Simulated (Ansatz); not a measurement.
BGeH5, SMILES [BH2][GeH3], vertical energies of changing the electron count

Program: the Ansatz DFT code, driven from Python.

`bgeh5.xyz`
```text
7

B     0.02480   -1.22690    0.27330
Ge   -0.00050    0.78360   -0.18290
H    -1.08410   -1.76000    0.29750
H     1.06250   -1.74280    0.46740
H    -0.61930    1.00030   -1.60100
H    -0.81640    1.58070    0.87730
H     1.49430    1.29710   -0.17730
```

Run as a notebook:

**Cell 1**
```python
from dataclasses import dataclass

import ansatz
```

**Cell 2**
```python
@dataclass(frozen=True)
class Settings:
    basis_set: str = "def2-SVPD"
    functional: str = "PBE0"
```

**Cell 3**
```python
opts = Settings()
```

**Cell 4**
```python
def total_energy(molecule, charge=0, unpaired=0):
    calc = (
        molecule.calculation()
        .basis(gaussian=opts.basis_set)
        .functional(opts.functional)
    )
    if charge:
        calc = calc.charge(charge)
    if unpaired:
        calc = calc.spin("collinear", total=unpaired)
    report = calc.run(threads=1).report
    if report["published_state_doubts"]:
        print("  doubts:", report["published_state_doubts"])
    return report["free_energy_ev"]
```

**Cell 5**
```python
geometry = ansatz.Crystal.molecule_from_extxyz("bgeh5.xyz")

# total-energy differences at one geometry
parent = total_energy(geometry, 0, 0)
cation = total_energy(geometry, 1, 1)
print(f"E(N)   = {parent:.5f} eV")
print(f"E(N-1) = {cation:.5f} eV  (1 unpaired)")
print(f"vertical ionisation energy {cation - parent:.3f} eV")
anion = total_energy(geometry, -1, 1)
print(f"E(N+1) = {anion:.5f} eV  (1 unpaired)")
print(f"vertical electron affinity {parent - anion:.3f} eV" + ("" if anion < parent else " (unbound in this basis)"))
print(f"fundamental gap IP - EA = {cation + anion - 2 * parent:.3f} eV")
```
Output:
```text
E(N)   = -57258.57653 eV
E(N-1) = -57248.25844 eV  (1 unpaired)
vertical ionisation energy 10.318 eV
E(N+1) = -57259.19526 eV  (1 unpaired)
vertical electron affinity 0.619 eV
fundamental gap IP - EA = 9.699 eV
```

At this unrelaxed geometry removing an electron costs 10.32 eV and adding one releases 0.62 eV.

Reading the output:
- These settings explore the input space; basis and method may be short of convergence.
- The geometry is a force-field or estimated start, not a minimum of this method, and the basis set is short of its limit. All parts are taken at fixed geometry, without zero-point energy. At an unrelaxed start these energies can be a whole eV from those at the minimum, and a small affinity can change sign.
- Hardware and time: 12 s on 1 thread of Arm Neoverse V2, on a shared host, peak memory 0.28 GiB.
